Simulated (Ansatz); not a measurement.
# C₅H₅NO: small, medium and large basis sets

An exercise on one series of results from a longer session: the logs are not shown, and one member is left open.

Computed with Ansatz 0.2.0, Gaussian basis. Level: one geometry, several basis sets.

Levels to be run: PBE0-D4/def2-SVP; ωB97M-V/def2-SVP; PBE0-D4/def2-QZVPP; ωB97M-V/def2-QZVPP; the functionals' def2-TZVPP values are taken from earlier runs.

### The geometry

The geometry comes from an earlier relaxation with PBE0-D4 in a triple-zeta def2 set; it is a stationary point, not always the lowest conformer.

SMILES `Oc1ccncc1`, 12 atoms, charge 0, spin multiplicity 1.

Atoms are counted from 1 here; the program's logs count them from 0.

Bond lengths: O1–C2 1.347 Å, O1–H8 0.962 Å, C2–C3 1.389 Å, C2–C7 1.389 Å, C3–C4 1.383 Å, C3–H9 1.083 Å, C4–N5 1.331 Å, C4–H10 1.087 Å, N5–C6 1.327 Å, C6–C7 1.385 Å, C6–H11 1.087 Å, C7–H12 1.085 Å. Angles: C2–O1–H8 109.6°, O1–C2–C3 118.4°, O1–C2–C7 123.2°, C3–C2–C7 118.4°, C2–C3–C4 118.1°, C2–C3–H9 120.3°, C4–C3–H9 121.6°, C3–C4–N5 124.5°, C3–C4–H10 119.4°, N5–C4–H10 116.1°, C4–N5–C6 116.5°, N5–C6–C7 124.2°, N5–C6–H11 116.3°, C7–C6–H11 119.5°, C2–C7–C6 118.3°, C2–C7–H12 121.2°, C6–C7–H12 120.5°.

The first run:

in.yaml reads:

```yaml
crystal:
  periodic: [false, false, false]
  atoms:
    - {symbol: O, position_ang: [-0.055078, -1.744058, 1.456401]}
    - {symbol: C, position_ang: [-0.012642, -0.702097, 0.603436]}
    - {symbol: C, position_ang: [0.735406, 0.412221, 0.959887]}
    - {symbol: C, position_ang: [0.775149, 1.478551, 0.080428]}
    - {symbol: N, position_ang: [0.143724, 1.513198, -1.090306]}
    - {symbol: C, position_ang: [-0.565716, 0.438805, -1.412599]}
    - {symbol: C, position_ang: [-0.680288, -0.687732, -0.614617]}
    - {symbol: H, position_ang: [-0.604610, -2.441227, 1.085858]}
    - {symbol: H, position_ang: [1.268051, 0.433856, 1.902127]}
    - {symbol: H, position_ang: [1.353848, 2.361659, 0.337347]}
    - {symbol: H, position_ang: [-1.080040, 0.470782, -2.369500]}
    - {symbol: H, position_ang: [-1.277793, -1.533958, -0.938463]}
basis:
  gaussian: {orbitals: def2-SVP}
hamiltonian: {xc: pbe0, dispersion: d4}
output: {orbitals: {seedname: orbitals}}
```

The run is started by

```console
ansatz run in.yaml --threads 4 --pin off --events-out ev --progress --plain --max-ram 10444MiB
```

Among the steps run: PBE0-D4 in def2-SVP; ωB97M-V in def2-SVP; PBE0-D4 in def2-QZVPP; ωB97M-V in def2-QZVPP.

One of the session's tables, all rows but one given; the rest of the session is left out.

It belongs to the step «Functionals by basis». 

| functional | basis | HOMO (eV) | LUMO (eV) |
| --- | --- | --- | --- |
| PBE0-D4 | def2-SVP | -7.26 | -0.36 |
| PBE0-D4 | def2-TZVPP | -7.42 | -0.49 |
| PBE0-D4 | def2-QZVPP | ? | ? |
| ωB97M-V | def2-SVP | -9.44 | 1.78 |
| ωB97M-V | def2-TZVPP | -9.55 | 1.57 |
| ωB97M-V | def2-QZVPP | -9.58 | 1.46 |

**Question.** Estimate the row for PBE0-D4, def2-QZVPP.

The run gave: HOMO (eV): -7.45; LUMO (eV): -0.54. In the column «HOMO (eV)» it lies between ωB97M-V, def2-SVP (-9.44) and PBE0-D4, def2-TZVPP (-7.42).
